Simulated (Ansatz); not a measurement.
# BHO2 (oxoborinic acid) at B2PLYP/def2-TZVPP

Aim: the electronic atomisation energy of BHO2 (oxoborinic acid) at B2PLYP/def2-TZVPP, from 4 runs. 

The calculation is run with Ansatz 0.2.0.

51 further runs of the same task are left out: 51 set aside as unsound or not needed.

**1. The structure to begin with**

The species is BHO2 (4 atoms), meant as a singlet with charge 0. As SMILES, `O=BO`. Geometry: relaxed at PBE0-D4/def2-TZVP.

Bond lengths: O1–B2 1.210 Å, B2–O3 1.322 Å, O3–H4 0.960 Å. Angles: O1–B2–O3 177.5°, B2–O3–H4 117.0°.

**2. A single-point energy at B2PLYP/def2-TZVPP**

File input.yaml:

```yaml
crystal:
  periodic: [false, false, false]
  atoms:
    - symbol: O
      position_ang: [-1.555100, 0.523500, 0.428500]
    - symbol: B
      position_ang: [-0.423900, 0.132000, 0.248600]
    - symbol: O
      position_ang: [0.816700, -0.302000, 0.108600]
    - symbol: H
      position_ang: [1.162300, -0.353500, -0.785700]
basis:
  gaussian:
    orbitals: def2-TZVPP
correlation:
  frozen_orbitals: {B: 1, H: 0, O: 1}
accuracy: high
total_charge: 0
hamiltonian:
  xc: {name: B2PLYP}
output: {orbitals: {seedname: orbitals}}
```

The run is started by

```
$ ansatz run input.yaml --threads 1 --pin off --max-ram 3480MiB --events-out events.jsonl --progress --plain --runs-dir runs
```

Standard output:

```text
Warning: RAYON_NUM_THREADS=1 ignored (pool sized by the plan → 1); use --threads N
Functional definition: B2PLYP
  name "B2PLYP"
  parameter a = 0.53
  parameter c = 0.27
  exchange = (1 - a)*b88_x + a*exact_x
  correlation = (1 - c)*lyp_c + c*(mp2_os + mp2_ss)
1677 factors; integrals over basis functions are off by at most 4.5e-9 eV
mean field evaluation 1: about -4776.9206 eV, gradient 6.0e1 eV
mean field evaluation 2: about -4776.9201 eV, gradient 6.0e1 eV
mean field evaluation 4: about -4782.6584 eV, gradient 1.1e1 eV
mean field evaluation 8: about -4782.8562 eV, gradient 4.5e-1 eV
mean field evaluation 16: about -4782.8567 eV, gradient 4.9e-5 eV
mean field -4782.85673895 eV, -175.7667432195 hartree, gradient 4.3e-8 eV, S^2 0.000000; 0 other end points of the search recorded, 0 dependent functions left out
3 core orbitals not correlated: weight in the atoms' cores, before any rotation towards them, 1.000 or more for the frozen orbitals, at most 0.000 for the correlated occupied ones
reference -4782.85675928 eV, -175.7667439669 hartree; 8, 8 occupied and 96, 96 virtual orbitals, 1677 factors
second order -18.41725993 eV of doubles, -0.00000000 eV of singles
Total energy: -4787.82941946 eV, -175.9494858580 hartree
```

It took 5.7 s on 1 thread of Arm Neoverse V1, shared host; peak memory 0.24 GiB.

**3. The B atom at the same level**

File input.yaml:

```yaml
crystal:
  periodic: [false, false, false]
  atoms:
    - {symbol: B, position_ang: [0.000000, 0.000000, 0.000000]}
basis:
  gaussian:
    orbitals: def2-TZVPP
magnetization:
  spin_polarized: true
  initial_magnetization: 1
hamiltonian:
  xc: {name: B2PLYP}
correlation:
  frozen_orbitals: {B: 1}
accuracy: high
```

Run the same way, it converges to -24.63545 Eh (log not shown).

**4. The H atom**

File molecule.yaml:

```yaml
crystal:
  periodic: [false, false, false]
  atoms:
    - {symbol: H, position_ang: [0.000000, 0.000000, 0.000000]}
basis:
  gaussian:
    orbitals: def2-TZVPP
accuracy: high
magnetization:
  spin_polarized: true
  initial_magnetization: 1
correlation:
  frozen_orbitals: {H: 0}
hamiltonian:
  xc: {name: B2PLYP}
```

The run is started by

```
$ ansatz run molecule.yaml --threads 1 --pin off --max-ram 3480MiB --events-out events.jsonl --progress --plain --runs-dir runs
```

Standard output, cut to the lines that bear on the results:

```text
Warning: RAYON_NUM_THREADS=1 ignored (pool sized by the plan → 1); use --threads N
[... 6 set-up lines as earlier in the session ...]
92 factors; integrals over basis functions are off by at most 9.3e-10 eV
mean field evaluation 1: about -13.5553 eV, gradient 9.2e-1 eV
mean field evaluation 2: about -13.5550 eV, gradient 9.2e-1 eV
mean field evaluation 4: about -13.5680 eV, gradient 4.0e-3 eV
mean field evaluation 8: about -13.5679 eV, gradient 2.0e-8 eV
mean field -13.56793857 eV, -0.4986125459 hartree, gradient 1.1e-8 eV, S^2 0.750000; 0 other end points of the search recorded, 0 dependent functions left out
reference -13.56795340 eV, -0.4986130906 hartree; 1, 0 occupied and 13, 14 virtual orbitals, 92 factors
second order 0.00000000 eV of doubles, -0.00000000 eV of singles
Total energy: -13.56795340 eV, -0.4986130906 hartree
```

It took 0.16 s on 1 thread of Arm Neoverse V1, shared host.

**5. The O atom, same level**

File in.yaml:

```yaml
crystal:
  periodic: [false, false, false]
  atoms:
    - {symbol: O, position_ang: [0.000000, 0.000000, 0.000000]}
basis:
  gaussian:
    orbitals: def2-TZVPP
total_charge: 0
magnetization:
  spin_polarized: true
  initial_magnetization: 2
hamiltonian:
  xc: {name: B2PLYP}
correlation:
  frozen_orbitals: {O: 1}
accuracy: high
```

The run is started by

```
$ ansatz run in.yaml --threads 1 --pin off --max-ram 3480MiB --events-out events.jsonl --progress --plain --runs-dir runs
```

Standard output, cut to the lines that bear on the results:

```text
Warning: RAYON_NUM_THREADS=1 ignored (pool sized by the plan → 1); use --threads N
[... 2 set-up lines as earlier in the session ...]
[...]
306 factors; integrals over basis functions are off by at most 3.5e-9 eV
[...]
mean field -2041.05085180 eV, -75.0072353298 hartree, gradient 6.4e-8 eV, S^2 2.004916; 0 other end points of the search recorded, 0 dependent functions left out
1 core orbitals not correlated: weight in the atoms' cores, before any rotation towards them, 1.000 or more for the frozen orbitals, at most 0.000 for the correlated occupied ones
reference -2041.05086360 eV, -75.0072357632 hartree; 4, 2 occupied and 26, 28 virtual orbitals, 306 factors
second order -4.50192945 eV of doubles, -0.00000000 eV of singles
Total energy: -2042.26638455 eV, -75.0519053342 hartree
```

Run time: 0.58 s. Hardware: 1 thread of Arm Neoverse V1, shared host.

**6. Outcome**

At B2PLYP/def2-TZVPP, 3 core orbitals frozen:

| quantity | value |
| --- | --- |
| molecule: total energy | -175.94949 Eh |
| molecule: HOMO energy (SCF part's orbitals) | -10.88 eV |
| molecule: LUMO energy (SCF part's orbitals) | 0.34 eV |
| molecule: HOMO–LUMO gap (SCF part's orbitals) | 11.22 eV |
| B atom: total energy | -24.63545 Eh |
| B atom: ⟨S²⟩ | 0.756 |
| H atom: total energy | -0.49861 Eh |
| H atom: ⟨S²⟩ | 0.750 |
| O atom: total energy | -75.05191 Eh |
| O atom: ⟨S²⟩ | 2.005 |
| electronic atomisation energy | 19.364 eV |

In words: Taking the molecule apart into free atoms costs 19.36 eV (447 kcal/mol), before zero-point energy and without spin-orbit coupling.
